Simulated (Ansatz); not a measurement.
Runs of Ansatz 0.2.0 on W4S8N2O. The cell holds a slab with vacuum, 15 atoms: a = 6.316 Å, b = 6.316 Å, c = 21.238 Å, α = 90.00°, β = 90.00°, γ = 120.00°. 

```tsv
level	gap on the mesh (eV)	largest force (eV/Å)	work function (eV)
PBEsol+D3(BJ)-ATM	2.13	0.02	4.69
PBEsol+D4	2.13	0.02	4.70
PBEsol	(a)	0.01	4.74
PBEsol+D3(BJ)	2.13	0.02	4.69
```

Alike in all rows: task relaxation of the atoms; potentials or basis Ansatz PAW; no spin polarisation; cell atoms relaxed from: N2O (tilted) over a hollow site of the (0 0 1) slab of WS2, cut from the database cell, not relaxed; k mesh 5 × 5 × 1; cutoff (eV) 420; smearing fermi-dirac 0.05 eV.

**Question.** Estimate the missing entries.

**Answer.** (a) 2.15.

Caveats: odd divisions of the mesh miss points on the zone boundary, where band edges often lie, so the gap on the mesh can be too wide; spin-orbit coupling is left out, which moves the levels of the heavy elements; the PAW data sets come from PBE, with cores solved anew for the run's functional, which leaves a small shift of forces and pressure; without dispersion, layers of such crystals drift apart on relaxing, which shifts levels and gaps (some runs).

A k mesh can miss the band edges, and the runs leave out spin-orbit coupling on W.
